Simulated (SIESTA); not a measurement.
The system is Cd2S.

```
CELL_PARAMETERS angstrom
3.96267 0.00000 0.00000
-1.98134 3.43177 0.00000
0.00000 0.00000 5.80919
ATOMIC_POSITIONS crystal
Cd 0.33333 0.66667 0.93272
Cd 0.66667 0.33333 0.57873
S 0.33333 0.66667 0.36571
```

The cell comes from a database or a generator and needn't be the stable form of this composition.

```yaml
Program: SIESTA 5.4.2
Task: single point
Functional: PBEsol
Potentials_or_basis: PseudoDojo 0.4 standard (PBEsol files)
Basis: DZP (energy shift 0.003 Ry; two zetas on semicore shells)
Grid_cutoff: 800 Ry
Energy_shift: 0.003 Ry
k_mesh: 8 × 8 × 5
Occupations: fermi-dirac, width 0.05 eV
Spin: no spin polarisation
```

On this cell: pressure -3.5 GPa; largest force 0.158 eV/Å; band gap on the k mesh 0.24 eV, indirect (least direct gap 0.57 eV).

The same run follows on a disturbed copy (atoms moved at random, drawn with an rms of 0.05 Å):

```
Cd S
1.0
     3.96267    0.00000    0.00000
    -1.98134    3.43177    0.00000
     0.00000    0.00000    5.80919
Cd S
2 1
Cartesian
  -0.0135 2.2609 5.4264
  2.0175 1.2042 3.3235
  -0.0381 2.2548 2.0836
```

**Question.** What does the disturbed cell give?

**Answer.** The energy moves by +11.3 meV/atom; pressure -3.0 GPa; largest force 0.563 eV/Å; band gap on the k mesh 0.14 eV, indirect (least direct gap 0.47 eV).

Forces on the atoms (eV/Å):
```
Cd   0.005 -0.006 -0.284
Cd  -0.355 -0.326 -0.008
S    0.350  0.332  0.292
```

Stress tensor (GPa, compression positive):
```
-2.64  0.70 -0.67
 0.70 -4.10 -0.65
-0.67 -0.65 -2.31
```

Caveats: an odd mesh through Γ misses points on the zone boundary, where band edges often lie; the basis of atomic orbitals isn't converged, which shifts pressures, moduli and gaps.
